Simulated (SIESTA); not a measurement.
CuSn3 in SIESTA: the effect of basis

Crystal: CuSn3.

```
CELL_PARAMETERS angstrom
-2.23990 2.23990 4.87070
2.23990 -2.23990 4.87070
2.23990 2.23990 -4.87070
ATOMIC_POSITIONS crystal
Sn 0.50000 0.50000 0.00000
Sn 0.25000 0.75000 0.50000
Sn 0.75000 0.25000 0.50000
Cu 0.00000 0.00000 0.00000
```

The cell comes from a database or a generator and needn't be the stable form of this composition.

Alike in all runs:

```yaml
Program: SIESTA 5.4.2
Task: band structure
Functional: PBEsol
Potentials_or_basis: PseudoDojo 0.4 standard (PBEsol files)
Grid_cutoff: 800 Ry
Energy_shift: 0.003 Ry
k_mesh: 8 × 8 × 8
Occupations: fermi-dirac, width 0.05 eV
Spin: no spin polarisation
```

| basis | pressure (GPa) |
| --- | --- |
| SZ | ? |
| SZP | -3.0 |
| DZ | -2.9 |
| DZP | -3.7 |
| TZP | -3.8 |
| TZDP | -3.8 |

What does the run with basis SZ give?

Pressure 2.0 GPa.

Caveats: short orbitals over semicore shells can move pressures by several GPa; the basis of atomic orbitals isn't converged, which shifts pressures, moduli and gaps; the basis has no polarisation orbitals (some runs).
